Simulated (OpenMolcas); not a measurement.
**Li: RASSCF and RASPT2 terms and fine-structure levels**

Which level of Li lies lowest, and where do the others fall? The reference wave functions come first, then spin-orbit coupling, then second-order correlation under several settings.

Method: state-averaged RASSCF and RASPT2, spin-orbit coupling by RASSI with atomic mean-field integrals. Code: OpenMolcas 26.06.

## 1. The atom as given

| Quantity | Value |
| --- | --- |
| Species | Li (lithium, Z = 3, 3 electrons) |
| Basis | ANO-L-VDZP [3s2p1d], 14 functions |
| Scalar Hamiltonian | non-relativistic, point nucleus |
| Inactive shells | 1s |
| Active space | 1 electron in 9 orbitals (RAS2 2s 2p; RAS3 3d, at most 1 electrons) |
| Some configurations of this space | 2p, 2s |
| Orbitals | optimised for each spin and parity, averaged over the low roots |

The outer shells:

2p
```
2p [↑ ][  ][  ]
```

2s
```
2s [↑ ]
```

The work runs as a chain of OpenMolcas steps in one folder; each step below is one input file. Labels, J, g values, rates, χT and fits are worked out afterwards by a script from the matrices that RASSI stores.

## 2. Basis and integrals

a.inp reads:

```
&GATEWAY
Coord
1

Li 0.0 0.0 0.0
Basis=ANO-L-VDZP
Group=XYZ
NoMove
AngMom=0.0 0.0 0.0
AMFI
&SEWARD
```

Launch:

```sh
> OMP_NUM_THREADS=1 MOLCAS_MEM=2252 MOLCAS_PROJECT=a pymolcas a.inp > a.log
```

## 3. Start orbitals from a smaller active space

a.inp reads:

```
&RASSCF
FileOrb=start.orb
Symmetry=1
Spin=2
nActEl=1 0 0
Inactive=1 0
Ras2=1 3
CIRoot=1 1 1
SDav=1
CIMx=300
Iter=120 100
PrWF=0.3
OrbListing=Nothing
MaxOrb=0
Atom
>>> COPY $Project.JobIph JOBPRE
```

## 4. RASSCF: doublets of even parity, 1 root

a.inp reads:

```
&RASSCF
FileOrb=start.orb
Symmetry=1
Spin=2
nActEl=1 0 1
Inactive=1 0
Ras2=1 3
Ras3=5 0
CIRoot=1 1 1
SDav=6
CIMx=300
Iter=120 100
PrWF=0.3
OrbListing=Nothing
MaxOrb=0
Thrs=2.0e-7 1.0e-1 5.0e-4
Atom
>>> COPY $Project.JobIph JOB001
```

## 5. RASSCF: doublets of odd parity, 3 roots

a.inp reads:

```
&RASSCF
FileOrb=start.orb
Symmetry=2
Spin=2
nActEl=1 0 1
Inactive=1 0
Ras2=1 3
Ras3=5 0
CIRoot=3 3 1
SDav=3
CIMx=300
Iter=120 100
PrWF=0.3
OrbListing=Nothing
MaxOrb=0
Thrs=2.0e-7 1.0e-1 5.0e-4
Atom
>>> COPY $Project.JobIph JOB002
```

## 6. RASSI: spin-orbit coupling between the states

a.inp reads:

```
&RASSI
NrOfJobIphs=2 1 3
1
1 2 3
IphNames
JOB001
JOB002
EJob
SpinOrbit
DIPRint=1.0
SOCoupling=1000.0
Subsets=2
MEES
Property=10
'ANGMOM' 1 'ANGMOM' 2 'ANGMOM' 3 'MLTPL  1' 1 'MLTPL  1' 2 'MLTPL  1' 3
'AMFI' 1 'AMFI' 2 'AMFI' 3 'MLTPL  2' 6
SOProperty=3
'ANGMOM' 1 'ANGMOM' 2 'ANGMOM' 3
```

## 7. CASPT2: IPEA 0.15, imaginary shift 0.3 (closed shells correlated: none), extended multistate

a.inp reads:

```
>>> COPY JOB001 $Project.JobIph
&CASPT2
Multistate=1 1
Frozen=1 0
IPEA=0.15
Imaginary=0.3
MaxIter=60
WThr=0.0 0.3 0.05
PrWF=0.5
NoMix
>>> COPY JOB002 $Project.JobIph
&CASPT2
XMultistate=3 1 2 3
Frozen=1 0
IPEA=0.15
Imaginary=0.3
MaxIter=60
WThr=0.0 0.3 0.05
PrWF=0.5
NoMix
```

## 8. CASPT2: IPEA 0.3, real shift 0.15 (closed shells correlated: 1s)

a.inp reads:

```
>>> COPY JOB001 $Project.JobIph
&CASPT2
Multistate=1 1
Frozen=0 0
IPEA=0.3
Shift=0.15
MaxIter=60
WThr=0.0 0.3 0.05
PrWF=0.5
NoMix
>>> COPY JOB002 $Project.JobIph
&CASPT2
Multistate=3 1 2 3
NoMult
Frozen=0 0
IPEA=0.3
Shift=0.15
MaxIter=60
WThr=0.0 0.3 0.05
PrWF=0.5
NoMix
```

## 9. CASPT2: IPEA 0.6, real shift 0.4 (closed shells correlated: none)

a.inp reads:

```
>>> COPY JOB001 $Project.JobIph
&CASPT2
Multistate=1 1
Frozen=1 0
IPEA=0.6
Shift=0.4
MaxIter=60
WThr=0.0 0.3 0.05
PrWF=0.5
NoMix
>>> COPY JOB002 $Project.JobIph
&CASPT2
Multistate=3 1 2 3
Frozen=1 0
IPEA=0.6
Shift=0.4
MaxIter=60
WThr=0.0 0.3 0.05
PrWF=0.5
NoMix
```

(Steps that only read results are left out.)

What does the calculation give? Wanted: lowest level; first excited level; strongest of the lines computed, by gA, at RASSCF energies.

As calculated:

```
                                                  quantity                                                                        value
                                                    method  XMS-RASPT2, IPEA 0.15, imaginary shift 0.3 (closed shells correlated: none)
                                              lowest level                                     2s 2S 1/2, 100 % of that term, g = 2.002
                               ground level listed by NIST                                                                        2S1/2
                                       first excited level                                                     2p 2P* 1/2 at 14880 cm-1
strongest of the lines computed, by gA, at RASSCF energies                           2p 2P* 3/2 → 2s 2S 1/2, 671.9 nm, A = 3.81e+07 s⁻¹
```

What each method costs and misses:

```tsv
method	time of its own steps	time with the reference	mean absolute difference from the measured levels (cm-1)
A. RASSCF	7.4 s	7.4 s	20
B. XMS-RASPT2, IPEA 0.15, imaginary shift 0.3, +none	0.89 s	8.3 s	20
C. SS-RASPT2, IPEA 0.3, real shift 0.15, +1s	0.99 s	8.4 s	30
D. SS-RASPT2, IPEA 0.6, real shift 0.4, +none	0.89 s	8.3 s	20
```

Times are of one thread on a shared host.

What this shows: Method A lies closest to the measured levels (20 cm⁻¹ on average, level with B, level with D) and C farthest (30). Only the configurations of the active space and the roots asked for are present. Not all states of the active space went into the spin-orbit step. The levels of the extra active shells were not computed. Only valence configurations of the active space appear, up to the ionisation limit; * or ° marks odd parity.
